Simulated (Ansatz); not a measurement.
# InSb: the cost of one run

Computed with Ansatz 0.2.0 (DFT, levels as named, plane waves, PAW, unless a step's input says otherwise).

## Step 1: The system as given

Symmetry: F-43m, No. 216, cubic system. The conventional cell has a = 6.478 Å, b = 6.478 Å, c = 6.478 Å, α = 90.00°, β = 90.00°, γ = 90.00°. Around In (site symmetry -43m) lie 4 Sb at 2.81 Å. Around Sb (site symmetry -43m) lie 4 In at 2.81 Å.

Coordinates:

```cif
data_structure
_symmetry_space_group_name_H-M 'F-43m'
_symmetry_Int_Tables_number 216
_cell_length_a 6.4782
_cell_length_b 6.4782
_cell_length_c 6.4782
_cell_angle_alpha 90.000
_cell_angle_beta 90.000
_cell_angle_gamma 90.000
_cell_volume 271.87
loop_
_atom_site_label
_atom_site_type_symbol
_atom_site_symmetry_multiplicity
_atom_site_Wyckoff_symbol
_atom_site_fract_x
_atom_site_fract_y
_atom_site_fract_z
_atom_site_occupancy
In1 In 4 a 0.00000 0.00000 0.00000 1
Sb1 Sb 4 d 0.25000 0.25000 0.75000 1
```

## Step 2: PBE: cell and atoms

input.yaml reads:

```yaml
crystal:
  lattice:
    - [0.0, 3.2391, 3.2391]
    - [3.2391, 0.0, 3.2391]
    - [3.2391, 3.2391, 0.0]
  atoms:
    - { symbol: In, position: [0.0, 0.0, 0.0] }
    - { symbol: Sb, position: [0.25, 0.25, 0.25] }
  symmetry: { tolerance: 0.0003 }
hamiltonian:
  xc: pbe
  pseudopotentials: { kind: paw, azcp: { folder: soft_1 } }
basis:
  ecutwfc: 420
magnetization:
  spin_polarized: false
scf:
  occupations: { method: fermi_dirac, width: 0.1 }
kpoints:
  mp_grid: { grid: [9, 9, 9], shift: [0, 0, 0] }
output:
  forces: true
  stress: true
  eigenvalues: true
relax:
  max_steps: 60
  cell: {}
```

Launch:

```
$ ansatz run input.yaml --threads 2 --pin off --max-ram 5632MiB --backend cpu --events-out ev --progress --plain --runs-dir out
```

**Question.** How long does this run take on 2 threads of AMD EPYC 9R45 (Zen 5), shared host, and how much memory does it need?

About 4.2 s, with a peak of 0.44 GiB.
